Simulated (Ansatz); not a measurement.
# CsTlH2: the cost of one run

Computed with Ansatz 0.2.0 (DFT PBE, scalar-relativistic, plane waves, PAW, unless a step's input says otherwise).

## (1) Starting point

The structure is tetragonal, space group P4/mmm (No. 123). Conventional cell: a = 5.445 Å, b = 5.445 Å, c = 4.510 Å, α = 90.00°, β = 90.00°, γ = 90.00°. Cs (site symmetry 4/mmm) has 8 H at 3.54 Å as nearest neighbours. Around Tl (site symmetry 4/mmm) lie 4 H at 2.72 Å. H (site symmetry mmm) is surrounded by 2 Tl at 2.72 Å and 4 Cs at 3.54 Å.

Coordinates:

```
Cs Tl H
1.0
     5.44500    0.00000    0.00000
     0.00000    5.44500    0.00000
     0.00000    0.00000    4.51026
Cs Tl H
1 1 2
Direct
  0.50000 0.50000 0.50000
  0.00000 0.00000 0.00000
  0.50000 0.00000 0.00000
  0.00000 0.50000 0.00000
```

Recipe of the guess: perovskite family, infinite layers (P4/mmm, No. 123). Its size is a rough estimate.

## (2) The guess as it stands, on a coarse mesh

input.yaml reads:

```yaml
crystal:
  lattice:
    - [5.445, 0.0, 0.0]
    - [0.0, 5.445, 0.0]
    - [0.0, 0.0, 4.5102633]
  atoms:
    - { symbol: Cs, position: [0.5, 0.5, 0.5] }
    - { symbol: Tl, position: [0.0, 0.0, 0.0] }
    - { symbol: H, position: [0.5, 0.0, 0.0] }
    - { symbol: H, position: [0.0, 0.5, 0.0] }
basis:
  ecutwfc: 420
kpoints:
  mp_grid: { grid: [4, 4, 4] }
hamiltonian:
  xc: pbe
scf:
  occupations: { method: gaussian, width: 0.1 }
  lower_state_search: "off"
output:
  forces: true
  stress: true
  eigenvalues: true
```

Command:

```
$ ansatz run input.yaml --threads 1 --pin off --max-ram 2048MiB --backend cpu --events-out ev --progress --plain --runs-dir out
```

**Question.** How long does this run take on 1 thread of Arm Neoverse V1, shared host, and how much memory does it need?

About 2.8 s, with a peak of 0.37 GiB.
